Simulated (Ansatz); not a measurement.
**ZrSi+ (octet): the correlation ladder, def2-TZVPP**

One table from this session's results is given with a row withheld; the runs are named, their logs left out.

Computed with Ansatz 0.2.0, Gaussian basis. Level: def2-TZVPP, core rule «outside noble gas», up to 9 orbitals frozen.

The runs, in order: UHF; ROHF; CCSD(T) on UHF.

## The system

The geometry is a PBE0/def2-TZVP stationary point (not a proven minimum) of the parent state, kept for this charge and spin. No spin-orbit coupling is included. Elements past krypton take def2 core potentials.

2 atoms, charge 1, spin multiplicity 8.

Atoms are counted from 1 here; the program's logs count them from 0.

Bond lengths: Zr1–Si2 2.522 Å.

The first run:

Contents of in.yaml:

```yaml
crystal:
  periodic: [false, false, false]
  atoms:
    - {symbol: Zr, position_ang: [0.000000, 0.000000, 0.000000]}
    - {symbol: Si, position_ang: [0.000000, 0.000000, 2.521600]}
basis:
  gaussian: {orbitals: def2-TZVPP}
total_charge: 1
magnetization: {spin_polarized: true, initial_magnetization: 7}
hamiltonian: {xc: hf}
output: {orbitals: {seedname: orbitals}}
```

Run with:

```bash
$ ansatz run in.yaml --threads 1 --pin off --events-out ev --progress --plain --max-ram 2816MiB --backend cpu
```

Among the steps run: UHF; ROHF; CCSD(T) on UHF.

One of the session's tables, all rows but one given; the rest of the session is left out.

```
  method  from UCCSD(T) (meV)
    ROHF                    ?
     UHF              +1758.7
    UMP2               +449.2
   UCCSD                +46.3
UCCSD(T)                    0
```

**Question.** Estimate the row for ROHF.

**Answer.** from UCCSD(T) (meV): +1891.0. In the column «from UCCSD(T) (meV)» it is the highest.
